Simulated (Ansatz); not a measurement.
Runs of Ansatz 0.2.0 on RuS. Symmetry: F-43m, No. 216, cubic system. The conventional cell has a = 5.529 Å, b = 5.529 Å, c = 5.529 Å, α = 90.00°, β = 90.00°, γ = 90.00°. Ru (site symmetry -43m) has 4 S at 2.39 Å as nearest neighbours. S (site symmetry -43m) has 4 Ru at 2.39 Å as nearest neighbours. The cell comes from a database or a generator and needn't be the stable form of this composition.

```tsv
level	spin	U	fixed moment (μB)	cutoff (eV)	gap on the mesh (eV)	pressure (GPa)	moment (μB)
PBEsol+U	collinear, ferromagnetic start	Ru d U = 2 eV	2	420	-	(a)	2.00
PBEsol+U	collinear, program default start	Ru d U = 2 eV	-	420	none	-20.5	0.60
r2SCAN+U	off	Ru d U = 4 eV	-	500	none	-18.1	-
PBEsol+U	collinear, random start	Ru d U = 2 eV	-	420	none	-20.5	0.60
PBEsol+U	collinear, random start	Ru d U = 7 eV	-	420	none	2.9	2.00
```

Alike in all rows: task single point; potentials or basis Ansatz PAW; cell as given; k mesh 6 × 6 × 6; smearing gaussian 0.05 eV.

Q: Fill in the values left out.

A: (a) -11.2.

Caveats: the PAW data sets come from PBE, with cores solved anew for the run's functional, which leaves a small shift of forces and pressure; the magnetic or orbital state may not be the lowest (some runs); the total moment is fixed, so each spin has its own Fermi level (some runs); the thresholds are loose for stress (some runs); U without spin polarisation on a metal has little footing (some runs).

A k mesh can miss the band edges, and the runs leave out spin-orbit coupling on Ru.

A gap of «none» marks a metal or a gap under the smearing width.
